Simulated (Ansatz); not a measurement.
The system is NiMoIrPdW.

```
Ni Mo Pd Ir W
1.0
     2.77046    0.00000    0.00000
    -1.38523    2.39928    0.00000
     0.00000    0.00000   21.88122
Ni Mo Pd Ir W
2 2 2 2 2
Direct
  0.33333 0.66667 0.04433
  0.66667 0.33333 0.95562
  0.66667 0.33333 0.34270
  0.66667 0.33333 0.76320
  0.33333 0.66667 0.44768
  0.33333 0.66667 0.65723
  0.33333 0.66667 0.23988
  0.33333 0.66667 0.86050
  0.66667 0.33333 0.13646
  0.66667 0.33333 0.55240
```

The cell was built by a generator and needn't be a form met in nature.

- Program: Ansatz 0.2.0
- Task: relaxation of cell and atoms
- Functional: PBE
- Dispersion: D4
- Potentials or basis: Ansatz PAW
- Cutoff: 420 eV (not typed: the program's choice for these potentials)
- k mesh: 8 × 8 × 1
- Occupations: fermi-dirac, width 0.05 eV
- Spin: collinear spin, ferromagnetic start
- Starting moments: [1.0, 1.0, 1.0, 1.0, 0.0, 0.0, 0.6, 0.6, 0.0, 0.0] μB

At the start: volume 14.54 Å³/atom.

**Question.** How do energy, volume and symmetry change on relaxing?

**Answer.** It ends after 6 steps and the volume is 14.22 Å³/atom (-2.3 %); space group P3m1 (No. 156, to 0.05 Å); moment 0.00 μB per cell.

The path:
| step | energy change (eV) | largest force (eV/Å) | volume (Å³) |
| --- | --- | --- | --- |
| 1 | 0.0000 | 0.2087 | 145.45 |
| 2 | -0.0647 | 0.0445 | 142.48 |
| 3 | -0.0654 | 0.0213 | 142.20 |
| 4 | -0.0655 | 0.0210 | 142.18 |
| 5 | -0.0656 | 0.0013 | 142.16 |
| 6 | -0.0642 | 0.0012 | 142.16 |

Final structure:
```
Ni Mo Pd Ir W
1.0
     2.74851    0.00000    0.00000
    -1.37425    2.38028    0.00000
     0.00000    0.00000   21.73029
Ni Mo Pd Ir W
2 2 2 2 2
Direct
  0.33333 0.66667 0.04471
  0.66667 0.33333 0.95556
  0.66667 0.33333 0.34240
  0.66667 0.33333 0.76265
  0.33333 0.66667 0.44727
  0.33333 0.66667 0.65715
  0.33333 0.66667 0.24032
  0.33333 0.66667 0.86064
  0.66667 0.33333 0.13707
  0.66667 0.33333 0.55223
```

Caveat: the plane-wave basis is chosen anew once the cell has moved, so the energies of steps on either side of that aren't comparable; pairwise dispersion overbinds metals, which lowers pressure and volume; the starting moments weren't kept.
